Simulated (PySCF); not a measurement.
# F2O2Re (Re(O)2(F)2): the cost of one run

Computed with PySCF 2.14.0. Level: PBE, Re def2-SVP with ECP60, O def2-SVP, F def2-SVP; scalar-relativistic core potentials, no spin–orbit coupling.

3 further runs of the same task are left out: 2 for a known fault of the program, 1 that didn't finish.

## (1) Starting geometry

5 atoms, charge 0, spin multiplicity 2.

Bond lengths: Re1–O2 1.705 Å, Re1–O3 1.705 Å, Re1–F4 1.886 Å, Re1–F5 1.886 Å. Angles: O2–Re1–O3 112.5°, O2–Re1–F4 114.5°, O2–Re1–F5 113.9°, O3–Re1–F4 113.9°, O3–Re1–F5 114.5°, F4–Re1–F5 85.0°.

Coordinates:

```xyz
5
charge 0, multiplicity 2
Re    0.07304    0.07304    0.00000
O     1.47343    0.01271    0.97104
O     0.01271    1.47343   -0.97104
F    -1.53259   -0.28799    0.92151
F    -0.28799   -1.53259   -0.92151
```

Formal oxidation states: Re +6. An earlier session relaxed this geometry at PBE, Re def2-SVP with ECP60, O def2-SVP, F def2-SVP (doublet, point group C2v).

Its energy there is -428.007500 Eh.

## (2) Multiplicity 4 at the relaxed geometry

Input file run.py (the lines that set the calculation):

```python
mol = gto.M(atom='''
Re     0.07304     0.07304     0.00000
O      1.47343     0.01271     0.97104
O      0.01271     1.47343    -0.97104
F     -1.53259    -0.28799     0.92151
F     -0.28799    -1.53259    -0.92151''',
    basis={'Re': 'def2-SVP', 'O': 'def2-SVP', 'F': 'def2-SVP'},
    ecp={'Re': 'def2-SVP'},
    charge=0, spin=3)
mf = dft.UKS(mol, xc='PBE')
mf.grids.atom_grid = (50, 194)
mf = mf.density_fit()  # fitting sets: Re def2-universal-JKFIT, O def2-universal-JKFIT, F def2-universal-JKFIT
mf.conv_tol = 1e-08; mf.max_cycle = 55
mf.kernel(dm0)  # dm0: free metal ions and neutral atoms
```

Command:

```bash
OMP_NUM_THREADS=2 python run.py
```

**Question.** How long does this run take on 2 threads of Intel Xeon at 2.60GHz (Ice Lake), shared host?

About 3.3 s.
